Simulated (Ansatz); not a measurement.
**AlH3OS2: a ladder of functionals and wavefunction methods**

One table from this session's results is given with a row withheld; the runs are named, their logs left out.

Method: functionals in def2-TZVPP, the program's frozen cores in correlated methods; program: Ansatz 0.2.0, Gaussian basis.

Levels to be run: LDA (SPW92), PBE-D4, revPBE-D4, BLYP-D4, r2SCAN-D4, B97M-V, PBE0-D4, B3LYP-D4, r2SCANh-D4, r2SCAN0-D4, HSE06-D4, BHLYP-D4, CAM-B3LYP-D4, LC-ωPBE, ωB97X-V, ωB97M-V, B2PLYP, PBE-QIDH; CCSD(T)/def2-SVP; CCSD(T)/def2-TZVPP; MP2/def2-QZVPP; extrapolation to the limit; RPA on PBE.

## The relaxed structure

The geometry comes from an earlier relaxation with PBE0-D4 in a triple-zeta def2 set; it is a stationary point, not always the lowest conformer.

SMILES `[OH][Al]([SH])[SH]`, 7 atoms, charge 0, spin multiplicity 1.

Atoms are counted from 1 here; the program's logs count them from 0.

Bond lengths: O1–Al2 1.685 Å, O1–H5 0.955 Å, Al2–S3 2.173 Å, Al2–S4 2.182 Å, S3–H6 1.344 Å, S4–H7 1.343 Å. Angles: Al2–O1–H5 125.4°, O1–Al2–S3 115.7°, O1–Al2–S4 120.2°, S3–Al2–S4 124.1°, Al2–S3–H6 93.2°, Al2–S4–H7 93.9°.

The first run:

The input, in.yaml:

```yaml
crystal:
  periodic: [false, false, false]
  atoms:
    - {symbol: O, position_ang: [-1.985140, 0.181231, 0.466161]}
    - {symbol: Al, position_ang: [-0.338940, 0.027164, 0.141881]}
    - {symbol: S, position_ang: [0.965610, 0.014847, 1.879725]}
    - {symbol: S, position_ang: [0.363064, -0.144090, -1.916704]}
    - {symbol: H, position_ang: [-2.678099, 0.202683, -0.190392]}
    - {symbol: H, position_ang: [2.078286, -0.118167, 1.138332]}
    - {symbol: H, position_ang: [1.656518, -0.231668, -1.564702]}
basis:
  gaussian: {orbitals: def2-TZVPP}
hamiltonian: {xc: lda}
output: {orbitals: {seedname: orbitals}}
```

Steps of the session up to this table: LDA; PBE-D4 (GGA); revPBE-D4 (GGA); BLYP-D4 (GGA); r2SCAN-D4 (meta-GGA); B97M-V (meta-GGA); PBE0-D4 (hybrid); B3LYP-D4 (hybrid); r2SCANh-D4 (hybrid); r2SCAN0-D4 (hybrid); HSE06-D4 (hybrid); BHLYP-D4 (hybrid); CAM-B3LYP-D4 (range-separated); LC-ωPBE-D4 (range-separated; the results give it without D4); ωB97X-V (range-separated); ωB97M-V (range-separated); B2PLYP (double hybrid); PBE-QIDH (double hybrid).

One table of the session follows, with a row left open; its other results are not shown here.

It belongs to the step «Orbital energies across the functionals». 

| functional | HOMO (eV) | gap (eV) |
| --- | --- | --- |
| LDA (SPW92) | -6.59 | 4.97 |
| PBE-D4 | -6.46 | 5.09 |
| revPBE-D4 | -6.41 | 5.17 |
| BLYP-D4 | -6.26 | 4.95 |
| r2SCAN-D4 | -6.76 | 5.87 |
| B97M-V | -6.80 | 5.69 |
| PBE0-D4 | -7.69 | 7.14 |
| B3LYP-D4 | -7.41 | 6.58 |
| r2SCANh-D4 | -7.21 | 6.57 |
| r2SCAN0-D4 | -7.88 | 7.61 |
| HSE06-D4 | ? | ? |
| BHLYP-D4 | -8.73 | 8.93 |
| CAM-B3LYP-D4 | -8.98 | 9.30 |
| LC-ωPBE | -10.43 | 12.01 |
| ωB97X-V | -10.04 | 11.42 |
| ωB97M-V | -9.85 | 10.90 |

**Question.** Estimate the row for HSE06-D4.

As computed: HOMO (eV): -7.29; gap (eV): 6.37. In the column «HOMO (eV)» it lies between B3LYP-D4 (-7.41) and r2SCANh-D4 (-7.21).
